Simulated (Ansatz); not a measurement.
# Al2Ru: the cost of one run

Method: DFT LDA, scalar-relativistic, plane waves, PAW, in Ansatz 0.2.0.

1 further run of the same task is left out (set aside as unsound or not needed).

**1. Starting point**

Symmetry: Fddd, No. 70, orthorhombic system. Conventional cell: a = 4.665 Å, b = 7.916 Å, c = 8.702 Å, α = 90.00°, β = 90.00°, γ = 90.00°. Al (site symmetry 2) has 5 Ru at 2.55 to 2.70 Å and 5 Al at 2.57 to 2.71 Å in its first shell of neighbours. Ru (site symmetry 222) has 10 Al at 2.55 to 2.70 Å in its first shell of neighbours.

Coordinates:

```cif
data_structure
_symmetry_space_group_name_H-M 'Fddd:1'
_symmetry_Int_Tables_number 70
_cell_length_a 4.6647
_cell_length_b 7.9160
_cell_length_c 8.7019
_cell_angle_alpha 90.000
_cell_angle_beta 90.000
_cell_angle_gamma 90.000
_cell_volume 321.32
loop_
_atom_site_label
_atom_site_type_symbol
_atom_site_symmetry_multiplicity
_atom_site_Wyckoff_symbol
_atom_site_fract_x
_atom_site_fract_y
_atom_site_fract_z
_atom_site_occupancy
Al1 Al 16 f 0.75000 0.57886 0.25000 1
Ru1 Ru 8 b 0.75000 0.25000 0.25000 1
```

It goes back to an entry of the Materials Project, which need not be the stable form.

It is the result of an earlier relaxation at this level (volume 13.39 Å³/atom; gap on the mesh: 0.08 eV).

**2. Tight relaxation for the response runs**

Response runs need a geometry at rest under their own mesh and occupations; hence this stricter relaxation.

Input file input.yaml:

```yaml
crystal:
  lattice:
    - [0.0, 3.9579801692, 4.350953698]
    - [2.3323611132, 0.0, 4.350953698]
    - [2.3323611132, 3.9579801692, 0.0]
  atoms:
    - { symbol: Al, position: [0.0788601564, 0.4211398436, 0.0788601564] }
    - { symbol: Al, position: [0.4211398436, 0.0788601564, 0.4211398436] }
    - { symbol: Al, position: [0.1711398436, 0.8288601564, 0.1711398436] }
    - { symbol: Al, position: [0.8288601564, 0.1711398436, 0.8288601564] }
    - { symbol: Ru, position: [0.75, 0.75, 0.75] }
    - { symbol: Ru, position: [0.5, 0.5, 0.5] }
basis:
  ecutwfc: 420
kpoints:
  mp_grid: { grid: [10, 10, 10] }
hamiltonian:
  xc: lda
scf:
  occupations: { method: gaussian, width: 0.01 }
output:
  forces: true
  stress: true
  eigenvalues: true
relax:
  adjacent_minimum: "off"
  f_tol: 0.001
  max_steps: 60
  cell: { stress_tol: 0.01 }
```

Run with:

```sh
$ ansatz run input.yaml --threads 2 --pin off --max-ram 6144MiB --backend cpu --events-out ev --progress --plain --runs-dir out
```

Q: Estimate wall time and peak memory on 2 threads of Intel Xeon at 2.70GHz, shared host.

About 34 s, with a peak of 0.61 GiB.
